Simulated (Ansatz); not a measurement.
# C24H14 (dbal): the cost of one run

Method: DFT custom functional, Gaussian basis def2-SVP, and further levels as typed in the inputs, in Ansatz 0.2.0.

1 further run of the same task is left out (it didn't finish).

## Step 1: Starting point

Bond lengths (14 of 43 bonds, heavy atoms first): C1–C2 1.389 Å, C2–C3 1.382 Å, C3–C4 1.427 Å, C4–C5 1.394 Å, C1–C6 1.414 Å, C5–C6 1.397 Å, C5–C7 1.412 Å, C7–C8 1.405 Å, C8–C9 1.419 Å, C9–C10 1.379 Å, C10–C11 1.414 Å, C11–C12 1.409 Å, C12–C13 1.383 Å, C13–C14 1.393 Å. Angles (14 of 72 angles, heavy atoms first): C1–C2–C3 121.2°, C2–C1–C6 117.0°, C2–C3–C4 123.5°, C3–C4–C5 113.8°, C3–C4–C22 125.0°, C5–C4–C22 121.2°, C4–C5–C6 123.6°, C4–C5–C7 119.6°, C6–C5–C7 116.7°, C1–C6–C5 120.5°, C5–C7–C8 119.2°, C7–C8–C9 117.2°, C7–C8–C23 121.9°, C9–C8–C23 120.9°.

As a file:

```xyz
38

C     4.8256   -0.5532    1.0488
C     4.2854    0.7150    1.2171
C     2.9468    0.9606    0.9795
C     2.0309   -0.0378    0.5326
C     2.5808   -1.3167    0.4685
C     3.9356   -1.5870    0.6748
C     1.7412   -2.4261    0.2253
C     0.3533   -2.2278    0.1341
C    -0.4635   -3.3859    0.0540
C    -1.8356   -3.2677   -0.0091
C    -2.4224   -1.9812   -0.0120
C    -3.8293   -1.9226   -0.0535
C    -4.4503   -0.6878   -0.0097
C    -3.6647    0.4620   -0.0010
C    -2.2460    0.4309   -0.0003
C    -1.4295    1.6083   -0.0680
C    -2.0015    2.9183   -0.1952
C    -1.1956    4.0698   -0.4034
C     0.1746    3.9115   -0.5231
C     0.7144    2.6552   -0.3895
C     0.0048    1.5016   -0.0553
C     0.6431    0.1982    0.1992
C    -0.2091   -0.9512    0.1250
C    -1.6059   -0.8334    0.0472
H     5.8563   -0.7480    1.2351
H     4.9588    1.5285    1.5612
H     2.5836    1.9805    1.2090
H     4.3394   -2.5858    0.6046
H     2.1498   -3.4092    0.2146
H    -0.0258   -4.4047    0.0387
H    -2.4429   -4.1694   -0.0584
H    -4.4350   -2.8164   -0.0536
H    -5.5183   -0.6147   -0.0398
H    -4.1855    1.4267   -0.0310
H    -3.0536    3.0858   -0.1688
H    -1.6738    5.0251   -0.5377
H     0.7900    4.7850   -0.7660
H     1.7984    2.5980   -0.5590
```

## Step 2: Relaxing the atoms: C24H14 (dbal), charge +1

Contents of input.yaml:

```yaml
crystal:
  periodic: [false, false, false]
  atoms:
    - { symbol: C, position_ang: [4.82559628, -0.5532349, 1.04875497] }
    - { symbol: C, position_ang: [4.28542507, 0.71498612, 1.21706241] }
    - { symbol: C, position_ang: [2.94683259, 0.96057999, 0.97949182] }
    - { symbol: C, position_ang: [2.03087782, -0.03780865, 0.53256622] }
    - { symbol: C, position_ang: [2.58081318, -1.31672427, 0.46854034] }
    - { symbol: C, position_ang: [3.93558323, -1.5870036, 0.67480523] }
    - { symbol: C, position_ang: [1.74116367, -2.42606068, 0.22533953] }
    - { symbol: C, position_ang: [0.3533235, -2.22778852, 0.13409716] }
    - { symbol: C, position_ang: [-0.46346785, -3.38585993, 0.05399245] }
    - { symbol: C, position_ang: [-1.83557513, -3.26773836, -0.00912031] }
    - { symbol: C, position_ang: [-2.42242944, -1.98123889, -0.01199123] }
    - { symbol: C, position_ang: [-3.82925417, -1.92262766, -0.05354083] }
    - { symbol: C, position_ang: [-4.45027792, -0.68780876, -0.00970022] }
    - { symbol: C, position_ang: [-3.66465914, 0.46199715, -0.00096325] }
    - { symbol: C, position_ang: [-2.24598271, 0.43094859, -0.0003065] }
    - { symbol: C, position_ang: [-1.42948594, 1.60830118, -0.06800286] }
    - { symbol: C, position_ang: [-2.00146258, 2.91829238, -0.19518817] }
    - { symbol: C, position_ang: [-1.19557202, 4.06979187, -0.40343609] }
    - { symbol: C, position_ang: [0.17464543, 3.91149699, -0.52307167] }
    - { symbol: C, position_ang: [0.7143511, 2.65516115, -0.38954472] }
    - { symbol: C, position_ang: [0.00483148, 1.50161738, -0.05530415] }
    - { symbol: C, position_ang: [0.64308645, 0.19821272, 0.19915617] }
    - { symbol: C, position_ang: [-0.20906054, -0.95118195, 0.12501947] }
    - { symbol: C, position_ang: [-1.60587022, -0.83344931, 0.04722338] }
    - { symbol: H, position_ang: [5.85634493, -0.74804373, 1.23509788] }
    - { symbol: H, position_ang: [4.95878216, 1.52846163, 1.56122087] }
    - { symbol: H, position_ang: [2.58355236, 1.98048663, 1.20896331] }
    - { symbol: H, position_ang: [4.33935563, -2.58584923, 0.60463088] }
    - { symbol: H, position_ang: [2.14977063, -3.40915118, 0.21462896] }
    - { symbol: H, position_ang: [-0.02584657, -4.40467738, 0.03866159] }
    - { symbol: H, position_ang: [-2.44290079, -4.16937417, -0.05842996] }
    - { symbol: H, position_ang: [-4.43501705, -2.81642708, -0.05361454] }
    - { symbol: H, position_ang: [-5.51832928, -0.61469437, -0.03984206] }
    - { symbol: H, position_ang: [-4.18546851, 1.42670286, -0.03103537] }
    - { symbol: H, position_ang: [-3.05362741, 3.08575486, -0.16878529] }
    - { symbol: H, position_ang: [-1.67382014, 5.02508418, -0.53769527] }
    - { symbol: H, position_ang: [0.79002062, 4.7850006, -0.76600648] }
    - { symbol: H, position_ang: [1.79843928, 2.59798802, -0.55904342] }
magnetization:
  spin_polarized: true
  initial_magnetization: 1
total_charge: 1
basis:
  gaussian: { orbitals: def2-SVP }
hamiltonian:
  xc: { name: B3LYP }
relax:
  f_tol: 0.015
  max_steps: 80
output:
  orbitals: {}
```

Run with:

```
ansatz run input.yaml --threads 8 --pin off --max-ram 20480MiB --backend cpu --events-out ev --progress --plain --runs-dir out
```

What time and memory should one allow on 8 threads of Arm Neoverse V1, shared host?

About 7.7 min, with a peak of 5.3 GiB.
